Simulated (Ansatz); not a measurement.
Which YAML input does this script hand to the engine? (the Ansatz DFT code, driven from Python)

`energy.py`:
```python
"""Single point of C2H6BF2N."""

import ansatz as az
import numpy as np

GEOMETRY = """
C    -0.25510   -0.55920    1.21740
N    -0.04300    0.48530    0.16200
B     1.42150    0.47120   -0.20880
F     2.32790    1.66770   -0.00770
C    -0.83600    0.19650   -1.05700
F    -2.18530    0.36740   -0.75880
H     0.32010   -0.28850    2.12160
H    -1.33410   -0.46260    1.49920
H    -0.06000   -1.52800    0.89860
H     1.95760   -0.50860   -0.60550
H    -0.59840    0.92510   -1.82860
H    -0.63810   -0.82150   -1.39830
"""


def main() -> None:
    geometry = az.Crystal.molecule()
    for line in GEOMETRY.strip().splitlines():
        symbol, *xyz = line.split()
        geometry = geometry.atom(symbol, [float(v) for v in xyz])

    base = geometry.calculation().basis(gaussian="cc-pVDZ").functional("cam_b3lyp").forces()
    out = base.run(threads=1)
    r = out.report

    for key in ("converged", "free_energy_ev", "reference_energy_ev", "n_frozen", "n_occupied", "n_virtual"):
        print(f"{key:22s} {r[key]}")

    field = r["mean_field"]
    print("<S^2> =", round(abs(field["state"]["spin_squared"]), 4), " relativity:", field["relativity"])
    print("passes:", field["passes"])
    if "symmetry" in field:
        print("occupied orbitals by irrep:", field["symmetry"]["occupied"])

    symbols = [site.symbol for site in geometry.cartesian_sites]
    forces = np.array(r["forces_ev_ang"])
    print("largest force", round(float(np.linalg.norm(forces, axis=1).max()), 4), "eV/A, rms", round(float(np.sqrt((forces ** 2).mean())), 4))

    charges = r["charge_distribution"]
    print("dipole moment", round(4.803205 * float(np.linalg.norm(charges["dipole_moment_e_ang"])), 3), "D")
    print("Mulliken:", [(s, round(q, 3)) for s, q in zip(symbols, charges["mulliken_charges_e"])])


if __name__ == "__main__":
    main()
```

```console
$ python energy.py
converged              True
free_energy_ev         -9768.937531728452
reference_energy_ev    -9768.937531728452
n_frozen               0
n_occupied             [24, 24]
n_virtual              [90, 90]
<S^2> = 0.0  relativity: none
passes: {'evaluations': 17, 'products': 14}
occupied orbitals by irrep: [{'A': 24}, {'A': 24}]
largest force 4.808 eV/A, rms 1.3983
dipole moment 2.448 D
Mulliken: [('C', 0.044), ('N', -0.26), ('B', 0.264), ('F', -0.219), ('C', 0.302), ('F', -0.235), ('H', 0.05), ('H', 0.056), ('H', 0.015), ('H', -0.066), ('H', 0.037), ('H', 0.012)]
```

`input.yaml`:
```yaml
crystal:
  periodic: [false, false, false]
  atoms:
    - { symbol: C, position_ang: [-0.2551, -0.5592, 1.2174] }
    - { symbol: "N", position_ang: [-0.043, 0.4853, 0.162] }
    - { symbol: B, position_ang: [1.4215, 0.4712, -0.2088] }
    - { symbol: F, position_ang: [2.3279, 1.6677, -0.0077] }
    - { symbol: C, position_ang: [-0.836, 0.1965, -1.057] }
    - { symbol: F, position_ang: [-2.1853, 0.3674, -0.7588] }
    - { symbol: H, position_ang: [0.3201, -0.2885, 2.1216] }
    - { symbol: H, position_ang: [-1.3341, -0.4626, 1.4992] }
    - { symbol: H, position_ang: [-0.06, -1.528, 0.8986] }
    - { symbol: H, position_ang: [1.9576, -0.5086, -0.6055] }
    - { symbol: H, position_ang: [-0.5984, 0.9251, -1.8286] }
    - { symbol: H, position_ang: [-0.6381, -0.8215, -1.3983] }
basis:
  gaussian: { orbitals: cc-pVDZ }
hamiltonian:
  xc: cam_b3lyp
output:
  forces: true
```

Launched from the shell:
```console
$ ansatz run input.yaml --threads 1 --pin off --max-ram 4096MiB --backend cpu --events-out ev --progress --plain --runs-dir out
Engine: ansatz 0.2.0, x86_64-unknown-linux-gnu
Functional definition: CAM-B3LYP
  parameter alpha = 0.19
  parameter beta = 0.46
  parameter omega = 0.33/bohr
  parameter ac = 0.81
  exchange = (1 - alpha - beta)*b88_x + beta*b88_x_sr(omega) + alpha*exact_x + beta*exact_x_lr(omega)
  correlation = (1 - ac)*vwn5_c + ac*lyp_c
1042 factors; integrals over basis functions are off by at most 1.1e-3 eV
354 factors; integrals over basis functions are off by at most 1.2e-5 eV
mean field evaluation 1: about -9764.5510 eV, gradient 4.6e1 eV
mean field evaluation 2: about -9763.6855 eV, gradient 5.4e1 eV
mean field evaluation 4: about -9768.7062 eV, gradient 2.6e0 eV
mean field evaluation 8: about -9768.9373 eV, gradient 2.3e-1 eV
mean field evaluation 16: about -9768.9374 eV, gradient 1.7e-4 eV
mean field -9768.93742198 eV, -359.0018286342 hartree, gradient 2.3e-5 eV, S^2 0.000000; 0 other end points of the search recorded, 0 dependent functions left out
the calculation of the forces begins
reference -9768.93753173 eV, -359.0018326673 hartree; 24, 24 occupied and 90, 90 virtual orbitals, 1042 factors
Total energy: -9768.93753173 eV, -359.0018326673 hartree
Atom 0 at    -0.255100    -0.559200     1.217400 Å, force    -1.488752     3.379756     0.644359 eV/Å
Atom 1 at    -0.043000     0.485300     0.162000 Å, force     1.802885    -0.260717    -1.179066 eV/Å
Atom 2 at     1.421500     0.471200    -0.208800 Å, force     0.666019     3.588943     1.482358 eV/Å
Atom 3 at     2.327900     1.667700    -0.007700 Å, force    -3.077653    -3.639250    -0.632768 eV/Å
Atom 4 at    -0.836000     0.196500    -1.057000 Å, force    -0.092267     0.764976     1.825849 eV/Å
Atom 5 at    -2.185300     0.367400    -0.758800 Å, force     0.611224    -0.420884    -0.143798 eV/Å
Atom 6 at     0.320100    -0.288500     2.121600 Å, force     0.022106    -0.167066    -0.270308 eV/Å
Atom 7 at    -1.334100    -0.462600     1.499200 Å, force     0.603406    -0.276841    -0.111144 eV/Å
Atom 8 at    -0.060000    -1.528000     0.898600 Å, force     0.607311    -2.428618    -0.760510 eV/Å
Atom 9 at     1.957600    -0.508600    -0.605500 Å, force     0.472399    -0.247747    -0.262719 eV/Å
Atom 10 at    -0.598400     0.925100    -1.828600 Å, force     0.278250     0.227012    -0.318894 eV/Å
Atom 11 at    -0.638100    -0.821500    -1.398300 Å, force    -0.404928    -0.519563    -0.273359 eV/Å
Dipole moment:     0.030977    -0.500726    -0.089263 e Å
```

Notes:
- Total energies depend on the basis set; only differences at equal settings carry meaning.
- The geometry is a force-field or estimated start, not a minimum of this method, and the basis set is short of its limit.
- Run time: 5.4 s on 1 thread of Intel(R) Xeon(R) Platinum 8488C (Sapphire Rapids) (shared host), peak memory 0.33 GiB.

(A comment or docstring line of the script was reworded after the run, the code is as it ran; lines on the test bed's own set-up are left out of the output.)
